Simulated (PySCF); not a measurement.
# OZr: levels of theory

Aim: for OZr, compare levels of theory; the runs are relaxation and vibrations and intensities.

Computed with PySCF 2.14.0 (relaxation, b3lyp, def2-tzvpd, and further levels as typed in the inputs, unless a step's input says otherwise).

## (1) The system as given

Bond lengths: Zr1–O2 1.710 Å.

Structure file:

```xyz
2

Zr    0.0000    0.0000    0.0000
O     0.0000    0.0000    1.7100
```

## (2) Relaxation: OZr

run.py reads:

```python
from pyscf import gto, dft
from pyscf.geomopt.geometric_solver import optimize
mol = gto.M(atom="mol.xyz", basis="def2-tzvpd", verbose=4)
mol.set(ecp='def2-tzvpd').build()
mf = dft.RKS(mol, xc="b3lyp").density_fit().run(conv_tol=1e-9)
m = optimize(mf, maxsteps=60)
print("optimised structure (A):")
for k in range(m.natm): print(m.atom_symbol(k), *(f"{x:.8f}" for x in m.atom_coords(unit="A")[k]))
```

Started as:

```console
python run.py
```

The log of the run:

```text
[INPUT] num. atoms = 2
[INPUT] num. electrons = 48
[INPUT] charge = 0
[INPUT] spin (= nelec alpha-beta = 2S) = 0
[INPUT] symmetry False subgroup None
[INPUT] Mole.unit = angstrom
[INPUT] Symbol           X                Y                Z      unit          X                Y                Z       unit  Magmom
[INPUT]  1 Zr     0.000000000000   0.000000000000   0.000000000000 AA    0.000000000000   0.000000000000   0.000000000000 Bohr   0.0
[INPUT]  2 O      0.000000000000   0.000000000000   1.710000000000 AA    0.000000000000   0.000000000000   3.231431673006 Bohr   0.0

nuclear repulsion = 99.0273143242105
number of shells = 28
number of NR pGTOs = 115
number of NR cGTOs = 80
basis = def2-tzvpd
ecp = {}

WARN: ECP not specified. The basis set def2-tzvpd include an ECP. Recommended ECP: def2-TZVPD.

******** <class 'pyscf.df.df_jk.DFRKS'> ********
method = DFRKS
initial guess = minao
damping factor = 0
level_shift factor = 0
DIIS = <class 'pyscf.scf.diis.CDIIS'>
diis_start_cycle = 1
diis_space = 8
diis_damp = 0
SCF conv_tol = 1e-09
SCF conv_tol_grad = None
SCF max_cycles = 50
direct_scf = False
XC library pyscf.dft.libxc version 7.0.0
    S. Lehtola, C. Steigemann, M. J.T. Oliveira, and M. A.L. Marques.,  SoftwareX 7, 1–5 (2018)
XC functionals = b3lyp
    P. J. Stephens, F. J. Devlin, C. F. Chabalowski, and M. J. Frisch.,  J. Phys. Chem. 98, 11623 (1994)
radial grids:
    Treutler-Ahlrichs [JCP 102, 346 (1995); DOI:10.1063/1.469408] (M4) radial grids

becke partition: Becke, JCP 88, 2547 (1988); DOI:10.1063/1.454033
pruning grids: <function nwchem_prune at 0x7eb4c397dbc0>
grids dens level: 3
symmetrized grids: False
atomic radii adjust function: <function treutler_atomic_radii_adjust at 0x7eb4c397e8e0>
small_rho_cutoff = 0
Set gradient conv threshold to 3.16228e-05
Initial guess from minao.
tot grids = 36472
******** <class 'pyscf.df.df.DF'> ********
auxbasis = def2-tzvp-jkfit
init E= -116.862648887859

WARN: HOMO -0.456993791321301 == LUMO -0.456993782974855

cycle= 1 E= -121.869370426523  delta_E= -5.01  |g|= 1.15  |ddm|= 5.02
  HOMO = -0.0113944928026264  LUMO = 0.0103131867341434  gap/eV = 0.59070
cycle= 2 E= -120.962951255648  delta_E= 0.906  |g|= 2.33  |ddm|=  3.8
  HOMO = -0.11120343538887  LUMO = -0.0694641791163342  gap/eV = 1.13578
cycle= 3 E= -122.103418085651  delta_E= -1.14  |g|= 0.876  |ddm|= 2.58
  HOMO = -0.169959982122784  LUMO = -0.151022357541496  gap/eV = 0.51532
cycle= 4 E= -122.279520182103  delta_E= -0.176  |g|= 0.278  |ddm|= 1.14
  HOMO = -0.185065971640295  LUMO = -0.127943274944743  gap/eV = 1.55439
cycle= 5 E= -122.294150381444  delta_E= -0.0146  |g|= 0.0434  |ddm|= 0.256
  HOMO = -0.19008946562316  LUMO = -0.126610231848295  gap/eV = 1.72736
cycle= 6 E= -122.294691287004  delta_E= -0.000541  |g|= 0.0137  |ddm|= 0.0963
  HOMO = -0.19134535391251  LUMO = -0.126661647678179  gap/eV = 1.76013
cycle= 7 E= -122.294734169785  delta_E= -4.29e-05  |g|= 0.0024  |ddm|= 0.0263
  HOMO = -0.191073447851714  LUMO = -0.126036165393009  gap/eV = 1.76975
cycle= 8 E= -122.294735217749  delta_E= -1.05e-06  |g|= 0.00139  |ddm|= 0.00431
  HOMO = -0.190957569890795  LUMO = -0.125811550060684  gap/eV = 1.77271
cycle= 9 E= -122.294735693011  delta_E= -4.75e-07  |g|= 0.000126  |ddm|= 0.00182
  HOMO = -0.190926244945992  LUMO = -0.125757106306293  gap/eV = 1.77334
cycle= 10 E= -122.2947356986  delta_E= -5.59e-09  |g|= 8.49e-06  |ddm|= 0.00054
  HOMO = -0.190927090440255  LUMO = -0.12575826503422  gap/eV = 1.77333
cycle= 11 E= -122.294735698642  delta_E= -4.23e-11  |g|= 2.51e-06  |ddm|= 6.49e-05
  HOMO = -0.190927134759587  LUMO = -0.125758250390555  gap/eV = 1.77334
Extra cycle  E= -122.29473569863  delta_E= 1.24e-11  |g|= 8.42e-06  |ddm|= 8.81e-06
converged SCF energy = -122.29473569863
Create scanner for <class 'pyscf.df.grad.rks.Gradients'>
Create scanner for <class 'pyscf.df.df_jk.DFRKS'>

Geometry optimization cycle 1
Cartesian coordinates (Angstrom)
 Atom        New coordinates             dX        dY        dZ
  Zr   0.000000   0.000000   0.000000    0.000000  0.000000  0.000000
   O   0.000000   0.000000   1.710000    0.000000  0.000000  0.000000

WARN: Mole.unit (angstrom) is changed to Bohr

New geometry
   1 Zr     0.000000000000   0.000000000000   0.000000000000 AA    0.000000000000   0.000000000000   0.000000000000 Bohr
   2 O      0.000000000000   0.000000000000   1.710000000000 AA    0.000000000000   0.000000000000   3.231431673006 Bohr

******** <class 'pyscf.scf.hf.DFRKS_Scanner'> ********
method = DFRKS_Scanner
initial guess = minao
damping factor = 0
level_shift factor = 0
DIIS = <class 'pyscf.scf.diis.CDIIS'>
diis_start_cycle = 1
diis_space = 8
diis_damp = 0
SCF conv_tol = 1e-09
SCF conv_tol_grad = None
SCF max_cycles = 50
direct_scf = False
XC library pyscf.dft.libxc version 7.0.0
    S. Lehtola, C. Steigemann, M. J.T. Oliveira, and M. A.L. Marques.,  SoftwareX 7, 1–5 (2018)
XC functionals = b3lyp
    P. J. Stephens, F. J. Devlin, C. F. Chabalowski, and M. J. Frisch.,  J. Phys. Chem. 98, 11623 (1994)
radial grids:
    Treutler-Ahlrichs [JCP 102, 346 (1995); DOI:10.1063/1.469408] (M4) radial grids

becke partition: Becke, JCP 88, 2547 (1988); DOI:10.1063/1.454033
pruning grids: <function nwchem_prune at 0x7eb4c397dbc0>
grids dens level: 3
symmetrized grids: False
atomic radii adjust function: <function treutler_atomic_radii_adjust at 0x7eb4c397e8e0>
small_rho_cutoff = 0
Set gradient conv threshold to 3.16228e-05
tot grids = 36472
******** <class 'pyscf.df.df.DF'> ********
auxbasis = def2-tzvp-jkfit
init E= -122.29473569863
  HOMO = -0.190926671070059  LUMO = -0.125757528874171  gap/eV = 1.77334
cycle= 1 E= -122.294735698466  delta_E= 1.65e-10  |g|= 3.03e-05  |ddm|= 2.09e-05
  HOMO = -0.190928490445543  LUMO = -0.125760558030881  gap/eV = 1.77331
Extra cycle  E= -122.294735696359  delta_E= 2.11e-09  |g|= 0.000108  |ddm|= 7.35e-05
converged SCF energy = -122.294735696359

******** <class 'pyscf.grad.rhf.Gradients_Scanner'> for <class 'pyscf.scf.hf.DFRKS_Scanner'> ********
unit = Eh/Bohr
grid_response = False
--------------- DFRKS_Scanner gradients ---------------
         x                y                z
0 Zr     0.0000000000    -0.0000000000     0.0085611432
1 O    -0.0000000000    -0.0000000000    -0.0085799755
----------------------------------------------
cycle 1: E = -122.294735696  dE = -122.295  norm(grad) = 0.0121206

Geometry optimization cycle 2
Cartesian coordinates (Angstrom)
 Atom        New coordinates             dX        dY        dZ
  Zr  -0.000000   0.000000  -0.006333   -0.000000  0.000000 -0.006333
   O   0.000000   0.000000   1.716732    0.000000  0.000000  0.006732
New geometry
   1 Zr    -0.000000000000   0.000000000000  -0.006333293031 AA   -0.000000000000   0.000000000000  -0.011968189296 Bohr
   2 O      0.000000000000   0.000000000000   1.716731918476 AA    0.000000000000   0.000000000000   3.244153155219 Bohr

******** <class 'pyscf.scf.hf.DFRKS_Scanner'> ********
method = DFRKS_Scanner
initial guess = minao
damping factor = 0
level_shift factor = 0
DIIS = <class 'pyscf.scf.diis.CDIIS'>
diis_start_cycle = 1
diis_space = 8
diis_damp = 0
SCF conv_tol = 1e-09
SCF conv_tol_grad = None
SCF max_cycles = 50
direct_scf = False
XC library pyscf.dft.libxc version 7.0.0
    S. Lehtola, C. Steigemann, M. J.T. Oliveira, and M. A.L. Marques.,  SoftwareX 7, 1–5 (2018)
XC functionals = b3lyp
    P. J. Stephens, F. J. Devlin, C. F. Chabalowski, and M. J. Frisch.,  J. Phys. Chem. 98, 11623 (1994)
radial grids:
    Treutler-Ahlrichs [JCP 102, 346 (1995); DOI:10.1063/1.469408] (M4) radial grids

becke partition: Becke, JCP 88, 2547 (1988); DOI:10.1063/1.454033
pruning grids: <function nwchem_prune at 0x7eb4c397dbc0>
grids dens level: 3
symmetrized grids: False
atomic radii adjust function: <function treutler_atomic_radii_adjust at 0x7eb4c397e8e0>
small_rho_cutoff = 0
Set gradient conv threshold to 3.16228e-05
tot grids = 36472
******** <class 'pyscf.df.df.DF'> ********
auxbasis = def2-tzvp-jkfit
init E= -122.288170647043
  HOMO = -0.192977289144181  LUMO = -0.128326539964304  gap/eV = 1.75924
cycle= 1 E= -122.294724922179  delta_E= -0.00655  |g|= 0.0157  |ddm|= 0.0295
  HOMO = -0.192151514318645  LUMO = -0.127132840099225  gap/eV = 1.76925
cycle= 2 E= -122.294259682647  delta_E= 0.000465  |g|= 0.0508  |ddm|= 0.0437
  HOMO = -0.191531036452758  LUMO = -0.12625679995384  gap/eV = 1.77620
cycle= 3 E= -122.294777995992  delta_E= -0.000518  |g|= 0.00599  |ddm|= 0.0291
  HOMO = -0.191707554175117  LUMO = -0.126768466561526  gap/eV = 1.76708
cycle= 4 E= -122.29478486763  delta_E= -6.87e-06  |g|= 0.000661  |ddm|= 0.00548
  HOMO = -0.191694909394606  LUMO = -0.126727126164403  gap/eV = 1.76786
cycle= 5 E= -122.294784966158  delta_E= -9.85e-08  |g|= 7.22e-05  |ddm|= 0.000696
  HOMO = -0.191711016553114  LUMO = -0.126755426982296  gap/eV = 1.76753
cycle= 6 E= -122.294784967763  delta_E= -1.61e-09  |g|= 1.29e-05  |ddm|= 0.000179
  HOMO = -0.191709664326861  LUMO = -0.126753201402354  gap/eV = 1.76756
cycle= 7 E= -122.294784967817  delta_E= -5.38e-11  |g|= 1.87e-06  |ddm|= 2.12e-05
  HOMO = -0.191709487560658  LUMO = -0.126752833139155  gap/eV = 1.76756
Extra cycle  E= -122.294784967816  delta_E= 1.53e-12  |g|= 4.08e-06  |ddm|= 5.59e-06
converged SCF energy = -122.294784967816

******** <class 'pyscf.grad.rhf.Gradients_Scanner'> for <class 'pyscf.scf.hf.DFRKS_Scanner'> ********
unit = Eh/Bohr
grid_response = False
--------------- DFRKS_Scanner gradients ---------------
         x                y                z
0 Zr    -0.0000000000     0.0000000000    -0.0044547085
1 O     0.0000000000     0.0000000000     0.0044364437
----------------------------------------------
cycle 2: E = -122.294784968  dE = -4.92715e-05  norm(grad) = 0.00628701

Geometry optimization cycle 3
Cartesian coordinates (Angstrom)
 Atom        New coordinates             dX        dY        dZ
  Zr  -0.000000   0.000000  -0.003975    0.000000 -0.000000  0.002358
   O   0.000000  -0.000000   1.714628   -0.000000 -0.000000 -0.002104
New geometry
   1 Zr    -0.000000000000   0.000000000000  -0.003974966754 AA   -0.000000000000   0.000000000000  -0.007511598519 Bohr
   2 O      0.000000000000  -0.000000000000   1.714628181155 AA    0.000000000000  -0.000000000000   3.240177667843 Bohr

******** <class 'pyscf.scf.hf.DFRKS_Scanner'> ********
method = DFRKS_Scanner
initial guess = minao
damping factor = 0
level_shift factor = 0
DIIS = <class 'pyscf.scf.diis.CDIIS'>
diis_start_cycle = 1
diis_space = 8
diis_damp = 0
SCF conv_tol = 1e-09
SCF conv_tol_grad = None
SCF max_cycles = 50
direct_scf = False
XC library pyscf.dft.libxc version 7.0.0
    S. Lehtola, C. Steigemann, M. J.T. Oliveira, and M. A.L. Marques.,  SoftwareX 7, 1–5 (2018)
XC functionals = b3lyp
    P. J. Stephens, F. J. Devlin, C. F. Chabalowski, and M. J. Frisch.,  J. Phys. Chem. 98, 11623 (1994)
radial grids:
    Treutler-Ahlrichs [JCP 102, 346 (1995); DOI:10.1063/1.469408] (M4) radial grids

becke partition: Becke, JCP 88, 2547 (1988); DOI:10.1063/1.454033
pruning grids: <function nwchem_prune at 0x7eb4c397dbc0>
grids dens level: 3
symmetrized grids: False
atomic radii adjust function: <function treutler_atomic_radii_adjust at 0x7eb4c397e8e0>
small_rho_cutoff = 0
Set gradient conv threshold to 3.16228e-05
tot grids = 36472
******** <class 'pyscf.df.df.DF'> ********
auxbasis = def2-tzvp-jkfit
init E= -122.29709857502
  HOMO = -0.190999679062148  LUMO = -0.125858441746278  gap/eV = 1.77258
cycle= 1 E= -122.294797399069  delta_E= 0.0023  |g|= 0.00528  |ddm|= 0.0101
  HOMO = -0.191305899341678  LUMO = -0.126305974617049  gap/eV = 1.76874
cycle= 2 E= -122.294748133856  delta_E= 4.93e-05  |g|= 0.0166  |ddm|= 0.0146
  HOMO = -0.191506095171924  LUMO = -0.126586448399389  gap/eV = 1.76655
cycle= 3 E= -122.294803346646  delta_E= -5.52e-05  |g|= 0.00207  |ddm|= 0.0096
  HOMO = -0.191444349241873  LUMO = -0.126409099871845  gap/eV = 1.76970
cycle= 4 E= -122.294804158348  delta_E= -8.12e-07  |g|= 0.000218  |ddm|= 0.00187
  HOMO = -0.191448684768496  LUMO = -0.126422718933947  gap/eV = 1.76945
cycle= 5 E= -122.294804169099  delta_E= -1.08e-08  |g|= 2.51e-05  |ddm|= 0.000237
  HOMO = -0.191443193515607  LUMO = -0.126413084899055  gap/eV = 1.76956
cycle= 6 E= -122.294804169293  delta_E= -1.94e-10  |g|= 4.38e-06  |ddm|= 6.05e-05
  HOMO = -0.191444100838094  LUMO = -0.126414686421625  gap/eV = 1.76954
Extra cycle  E= -122.294804169297  delta_E= -3.98e-12  |g|= 2.94e-06  |ddm|= 1.16e-05
converged SCF energy = -122.294804169297

******** <class 'pyscf.grad.rhf.Gradients_Scanner'> for <class 'pyscf.scf.hf.DFRKS_Scanner'> ********
unit = Eh/Bohr
grid_response = False
--------------- DFRKS_Scanner gradients ---------------
         x                y                z
0 Zr     0.0000000000    -0.0000000000    -0.0000968809
1 O    -0.0000000000     0.0000000000     0.0000783156
----------------------------------------------
cycle 3: E = -122.294804169  dE = -1.92015e-05  norm(grad) = 0.000124576

Geometry optimization cycle 4
Cartesian coordinates (Angstrom)
 Atom        New coordinates             dX        dY        dZ
  Zr  -0.000000   0.000000  -0.003731   -0.000000  0.000000  0.000244
   O   0.000000  -0.000000   1.714782    0.000000 -0.000000  0.000154
New geometry
   1 Zr    -0.000000000000   0.000000000000  -0.003730676707 AA   -0.000000000000   0.000000000000  -0.007049957236 Bohr
   2 O      0.000000000000  -0.000000000000   1.714782224759 AA    0.000000000000  -0.000000000000   3.240468768067 Bohr

******** <class 'pyscf.scf.hf.DFRKS_Scanner'> ********
method = DFRKS_Scanner
initial guess = minao
damping factor = 0
level_shift factor = 0
DIIS = <class 'pyscf.scf.diis.CDIIS'>
diis_start_cycle = 1
diis_space = 8
diis_damp = 0
SCF conv_tol = 1e-09
SCF conv_tol_grad = None
SCF max_cycles = 50
direct_scf = False
XC library pyscf.dft.libxc version 7.0.0
    S. Lehtola, C. Steigemann, M. J.T. Oliveira, and M. A.L. Marques.,  SoftwareX 7, 1–5 (2018)
XC functionals = b3lyp
    P. J. Stephens, F. J. Devlin, C. F. Chabalowski, and M. J. Frisch.,  J. Phys. Chem. 98, 11623 (1994)
radial grids:
    Treutler-Ahlrichs [JCP 102, 346 (1995); DOI:10.1063/1.469408] (M4) radial grids

becke partition: Becke, JCP 88, 2547 (1988); DOI:10.1063/1.454033
pruning grids: <function nwchem_prune at 0x7eb4c397dbc0>
grids dens level: 3
symmetrized grids: False
atomic radii adjust function: <function treutler_atomic_radii_adjust at 0x7eb4c397e8e0>
small_rho_cutoff = 0
Set gradient conv threshold to 3.16228e-05
tot grids = 36472
******** <class 'pyscf.df.df.DF'> ********
auxbasis = def2-tzvp-jkfit
init E= -122.294850498225
  HOMO = -0.191429090754252  LUMO = -0.126395407478039  gap/eV = 1.76966
cycle= 1 E= -122.294804174562  delta_E= 4.63e-05  |g|= 0.000105  |ddm|= 0.000208
  HOMO = -0.191435846657249  LUMO = -0.126405513542451  gap/eV = 1.76957
cycle= 2 E= -122.294804155648  delta_E= 1.89e-08  |g|= 0.000325  |ddm|= 0.000288
  HOMO = -0.191439706066198  LUMO = -0.126410829129431  gap/eV = 1.76953
cycle= 3 E= -122.294804176872  delta_E= -2.12e-08  |g|= 4.3e-05  |ddm|= 0.00019
  HOMO = -0.191438334901942  LUMO = -0.126407029277033  gap/eV = 1.76959
cycle= 4 E= -122.294804177223  delta_E= -3.51e-10  |g|= 4.39e-06  |ddm|= 3.84e-05
  HOMO = -0.191438621035342  LUMO = -0.126407666275991  gap/eV = 1.76958
Extra cycle  E= -122.294804177176  delta_E= 4.71e-11  |g|= 1.61e-05  |ddm|= 1.29e-05
converged SCF energy = -122.294804177176

******** <class 'pyscf.grad.rhf.Gradients_Scanner'> for <class 'pyscf.scf.hf.DFRKS_Scanner'> ********
unit = Eh/Bohr
grid_response = False
--------------- DFRKS_Scanner gradients ---------------
         x                y                z
0 Zr     0.0000000000     0.0000000000    -0.0000087354
1 O    -0.0000000000     0.0000000000    -0.0000098348
----------------------------------------------
cycle 4: E = -122.294804177  dE = -7.8786e-09  norm(grad) = 1.31541e-05
optimised structure (A):
Zr -0.00000000 0.00000000 -0.00373068
O 0.00000000 -0.00000000 1.71478222
```

Run time: 8.1 s. Hardware: 2 threads of Intel Xeon Platinum 8375C at 2.90GHz (Ice Lake), shared host.

## (3) Vibrations and intensities: vibrations and intensities, b3lyp, def2-tzvpd

It takes the final geometry of step 2.

run.py reads:

```python
from pyscf import gto, dft
from pyscf.hessian import thermo
import numpy as np
mol = gto.M(atom="mol.xyz", basis="def2-tzvpd", verbose=4)
mol.set(ecp='def2-tzvpd').build()
mf = dft.RKS(mol, xc="b3lyp").density_fit().run(conv_tol=1e-9)
mol.verbose = 0; x = mol.atom_coords(); n = x.size; h = np.zeros((n, n + 3))
def point(d):  # for finite differences of the forces
    m = mol.set_geom_(x + d.reshape(-1, 3), unit="Bohr", inplace=False); s = dft.RKS(m, xc="b3lyp").density_fit()
    s.grids.level = 4
    s.run(mf.make_rdm1(), conv_tol=1e-10); g = s.nuc_grad_method(); g.grid_response = True
    return np.append(g.kernel(), s.dip_moment(unit="AU", verbose=0))
for k in range(n): d = np.zeros(n); d[k] = 0.01; h[k] = (point(d) - point(-d)) / 0.02
H = (h[:, :n] + h[:, :n].T) / 2
f = thermo.harmonic_analysis(mol, H.reshape(mol.natm, 3, mol.natm, 3).transpose(0, 2, 1, 3))
print("harmonic vibrations: frequency (1/cm), infrared intensity (km/mol)")
for w, q in zip(f["freq_wavenumber"], f["norm_mode"]): t = q.ravel() @ h[:, n:]; print(f"  {w.real - w.imag:9.2f} {974.88 * t @ t:9.2f}")
```

Started as:

```console
python run.py
```

The log of the run:

```text
[INPUT] num. atoms = 2
[INPUT] num. electrons = 48
[INPUT] charge = 0
[INPUT] spin (= nelec alpha-beta = 2S) = 0
[INPUT] symmetry False subgroup None
[INPUT] Mole.unit = angstrom
[INPUT] Symbol           X                Y                Z      unit          X                Y                Z       unit  Magmom
[INPUT]  1 Zr     0.000000000000   0.000000000000  -0.003730680000 AA    0.000000000000   0.000000000000  -0.007049963458 Bohr   0.0
[INPUT]  2 O      0.000000000000   0.000000000000   1.714782220000 AA    0.000000000000   0.000000000000   3.240468759074 Bohr   0.0

nuclear repulsion = 98.5367683270809
number of shells = 28
number of NR pGTOs = 115
number of NR cGTOs = 80
basis = def2-tzvpd
ecp = {}

WARN: ECP not specified. The basis set def2-tzvpd include an ECP. Recommended ECP: def2-TZVPD.

******** <class 'pyscf.df.df_jk.DFRKS'> ********
method = DFRKS
initial guess = minao
damping factor = 0
level_shift factor = 0
DIIS = <class 'pyscf.scf.diis.CDIIS'>
diis_start_cycle = 1
diis_space = 8
diis_damp = 0
SCF conv_tol = 1e-09
SCF conv_tol_grad = None
SCF max_cycles = 50
direct_scf = False
XC library pyscf.dft.libxc version 7.0.0
    S. Lehtola, C. Steigemann, M. J.T. Oliveira, and M. A.L. Marques.,  SoftwareX 7, 1–5 (2018)
XC functionals = b3lyp
    P. J. Stephens, F. J. Devlin, C. F. Chabalowski, and M. J. Frisch.,  J. Phys. Chem. 98, 11623 (1994)
radial grids:
    Treutler-Ahlrichs [JCP 102, 346 (1995); DOI:10.1063/1.469408] (M4) radial grids

becke partition: Becke, JCP 88, 2547 (1988); DOI:10.1063/1.454033
pruning grids: <function nwchem_prune at 0x7fa02636dc60>
grids dens level: 3
symmetrized grids: False
atomic radii adjust function: <function treutler_atomic_radii_adjust at 0x7fa02636e980>
small_rho_cutoff = 0
Set gradient conv threshold to 3.16228e-05
[... 1 set-up line as earlier in the session ...]
tot grids = 36472
******** <class 'pyscf.df.df.DF'> ********
auxbasis = def2-tzvp-jkfit
init E= -116.857164613659

WARN: HOMO -0.456806029927021 == LUMO -0.456806022180175

cycle= 1 E= -121.872119910666  delta_E= -5.01  |g|= 1.15  |ddm|=    5
  HOMO = -0.0111404453675625  LUMO = 0.00984487919502874  gap/eV = 0.57104
cycle= 2 E= -120.956128889663  delta_E= 0.916  |g|= 2.33  |ddm|= 3.78
  HOMO = -0.111110021518645  LUMO = -0.0693146701710354  gap/eV = 1.13731
cycle= 3 E= -122.100009653843  delta_E= -1.14  |g|= 0.881  |ddm|= 2.56
  HOMO = -0.170350142814284  LUMO = -0.15172719526275  gap/eV = 0.50676
cycle= 4 E= -122.279536642144  delta_E= -0.18  |g|= 0.279  |ddm|= 1.15
  HOMO = -0.185537668936487  LUMO = -0.128664380758597  gap/eV = 1.54760
cycle= 5 E= -122.29418910589  delta_E= -0.0147  |g|= 0.0447  |ddm|= 0.256
  HOMO = -0.190548274990341  LUMO = -0.127261120106852  gap/eV = 1.72213
cycle= 6 E= -122.294754782074  delta_E= -0.000566  |g|= 0.0144  |ddm|= 0.097
  HOMO = -0.191862443309603  LUMO = -0.12733645123922  gap/eV = 1.75584
cycle= 7 E= -122.294802587826  delta_E= -4.78e-05  |g|= 0.00245  |ddm|= 0.0271
  HOMO = -0.191588590821588  LUMO = -0.126692806133536  gap/eV = 1.76590
cycle= 8 E= -122.294803668514  delta_E= -1.08e-06  |g|= 0.00143  |ddm|= 0.00443
  HOMO = -0.191469404326401  LUMO = -0.12646161036553  gap/eV = 1.76895
cycle= 9 E= -122.294804171253  delta_E= -5.03e-07  |g|= 0.000129  |ddm|= 0.00189
  HOMO = -0.191437521919465  LUMO = -0.126406145932052  gap/eV = 1.76959
cycle= 10 E= -122.294804177179  delta_E= -5.93e-09  |g|= 8.81e-06  |ddm|= 0.00056
  HOMO = -0.191438343041497  LUMO = -0.126407216367734  gap/eV = 1.76959
cycle= 11 E= -122.294804177226  delta_E= -4.69e-11  |g|= 2.59e-06  |ddm|= 6.81e-05
  HOMO = -0.191438393955448  LUMO = -0.126407214316601  gap/eV = 1.76959
Extra cycle  E= -122.294804177212  delta_E= 1.32e-11  |g|= 8.72e-06  |ddm|= 8.96e-06
converged SCF energy = -122.294804177212
harmonic vibrations: frequency (1/cm), infrared intensity (km/mol)
    1007.17    170.28
```

Wall time 30 s (2 threads of Intel Xeon Platinum 8375C at 2.90GHz (Ice Lake), shared host).

Harmonic frequencies from the force constants, with isotope-averaged masses (PySCF's default) and rigid motions projected out (i: imaginary):

| mode | cm⁻¹ | IR (km/mol) |
| --- | --- | --- |
| 1 | 1007 | 170.3 |

[end of part 1 of 2]
